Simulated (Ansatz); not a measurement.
This script for the Python package of Ansatz (0.2.0) starts 4 runs on Bi2Se3, space group R-3m. What input does the engine get in each?

`run_xc.py`
```python
# -*- coding: utf-8 -*-
'''Functional comparison for Bi2Se3 (totals differ with the potentials too).'''

import logging
import sys
import warnings

import ansatz as az
from tabulate import tabulate

logging.basicConfig(stream=sys.stdout, format='%(levelname)s:%(name)s:%(message)s')
log = logging.getLogger('bi2se3')
log.setLevel(logging.INFO)

warnings.simplefilter('ignore', az.DeckWarning)

lattice = az.Lattice.of(
    [2.0715, 1.19598, 9.54533],
    [-2.0715, 1.19598, 9.54533],
    [0.0, -2.39196, 9.54533],
)
sites = [
    ('Bi', [0.4008, 0.4008, 0.4008]),
    ('Bi', [0.5992, 0.5992, 0.5992]),
    ('Se', [0.0, 0.0, 0.0]),
    ('Se', [0.2117, 0.2117, 0.2117]),
    ('Se', [0.7883, 0.7883, 0.7883]),
]
bi2se3 = az.Crystal(lattice=lattice)
for symbol, position in sites:
    bi2se3 = bi2se3.atom(symbol, position)

model = (
    bi2se3.calculation()
    .occupations(az.OccupationsMethod.FIXED)
    .pseudopotentials('paw')
    .kpoints(6)
    .band_table()
)

rows = []
for value in ['blyp', 'pbesol', 'lda', 'rpbe']:
    summary = model.functional(value).run(threads=1).report
    rows.append((value, summary['free_energy_ev'] / len(summary['lattice']['sites']), summary['n_iterations'], summary['gap_by_band_count_ev'], summary['n_kpoints']))

print(tabulate(rows, headers=['functional', 'F/atom (eV)', 'iterations', 'gap by band count (eV)', 'k-points'], floatfmt='.4f', tablefmt='plain'))
```

Run 1:
```yaml
crystal:
  lattice:
    - [2.0715, 1.19598, 9.54533]
    - [-2.0715, 1.19598, 9.54533]
    - [0.0, -2.39196, 9.54533]
  atoms:
    - { symbol: Bi, position: [0.4008, 0.4008, 0.4008] }
    - { symbol: Bi, position: [0.5992, 0.5992, 0.5992] }
    - { symbol: Se, position: [0.0, 0.0, 0.0] }
    - { symbol: Se, position: [0.2117, 0.2117, 0.2117] }
    - { symbol: Se, position: [0.7883, 0.7883, 0.7883] }
kpoints:
  mp_grid:
    grid: [6, 6, 6]
hamiltonian:
  xc: blyp
  pseudopotentials:
    kind: paw
scf:
  occupations:
    method: fixed
output:
  eigenvalues: true
```

Run 2, against run 1:
```diff
-  xc: blyp
+  xc: pbesol
```

Run 3, against run 1:
```diff
-  xc: blyp
+  xc: lda
```

Run 4, against run 1:
```diff
-  xc: blyp
+  xc: rpbe
```

```console
$ python run_xc.py
functional      F/atom (eV)    iterations    gap by band count (eV)    k-points
blyp             -8258.5455             8                    0.2707          32
pbesol           -8151.7027             8                    0.1435          32
lda              -8064.6589             7                    0.1009          32
rpbe             -8250.2740             7                    0.2967          32
```

What to keep in mind:
- Spin-orbit coupling, left out here, can change this gap by several tenths of an eV, and inverted bands can meet off the mesh.
- The starting cell is as deposited in a crystallographic database; the results hold for this polymorph, which needn't be the stable one.
- Gaps and levels are Kohn-Sham values on a finite set of k-points, without spin-orbit coupling.
- Total energies of different functionals can't be compared; pressures, moments and gaps at this one structure can.
- Hardware and time: 50 s on 1 thread of Arm Neoverse V1, with other jobs on the host, peak memory 0.52 GiB.
